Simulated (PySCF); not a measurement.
# From one method to the next for HNOs (triplet)

What do other methods print for HNOs (triplet)?

Computed with PySCF 2.14.0. Level: method and basis as typed in the scripts.

5 further runs of the same task are left out: 2 for a known fault of the program, 3 that didn't finish. Runs told in other sessions of the task aren't counted.

## Step 1: The system as given

HNOs (triplet): 3 atoms, charge 0, spin multiplicity 3.

Bond lengths: Os1–N2 1.627 Å, Os1–H3 1.636 Å. Angles: N2–Os1–H3 110.8°.

## Step 2: The run that the others are compared with

input.py reads:

```python
from pyscf import gto, scf, tdscf

mol = gto.M(
    atom='Os 0.0827 0 -0.0684; N -1.2379 0 0.8812; H 1.4466 0 0.8353',
    basis='lanl2dz',
    ecp={'Os': 'lanl2dz'},
    charge=0,
    spin=2,
    verbose=4,
)
mf = scf.UHF(mol)
mf.level_shift = 0.3
mf = mf.newton()
mf.kernel()
td = tdscf.TDA(mf)
td.nstates = 5
td.kernel()
td.analyze(verbose=3)
mf.dip_moment()
print('orbital energies (hartree):', [e[max(0, n-3):n+3].round(4) for e, n in zip(mf.mo_energy, mol.nelec)])
```

Run with:

```sh
$ OMP_NUM_THREADS=1 python input.py
```

## Step 3: TDHF

Edit 1 changes step after the SCF: tda → tddft.

input.py, as its differences from that of step 2:

```diff
@@ -14,3 +14,3 @@
 mf.kernel()
-td = tdscf.TDA(mf)
+td = tdscf.TDHF(mf)
 td.nstates = 5
```

## Step 4: Stability test

Edit 2 changes step after the SCF: tda → stability.

input.py, as its differences from that of step 2:

```diff
@@ -1,2 +1,2 @@
-from pyscf import gto, scf, tdscf
+from pyscf import gto, scf
 
@@ -14,6 +14,3 @@
 mf.kernel()
-td = tdscf.TDA(mf)
-td.nstates = 5
-td.kernel()
-td.analyze(verbose=3)
+mf.stability(internal=True, external=True)
 mf.dip_moment()
```

Q: Predict the outcome of this session. Wanted: for each run, E(SCF); from base; gap, α spin; SCF dipole; after the SCF.

As calculated:

```
           run  E(SCF) (hartree)  from base (eV)   cycles  gap, α spin (eV)  SCF dipole (D)              after the SCF
          base       -145.126255               0  7 macro              8.40            2.94  lowest root found 0.07 eV
          TDHF       -145.126255          0.0000  7 macro              8.40            2.94  lowest root found 0.02 eV
stability test       -145.126255          0.0000  7 macro              8.40            2.94                     stable
```

What this shows: Total energies from different bases, Hamiltonians or methods carry different errors, so properties are taken as differences within one set-up.
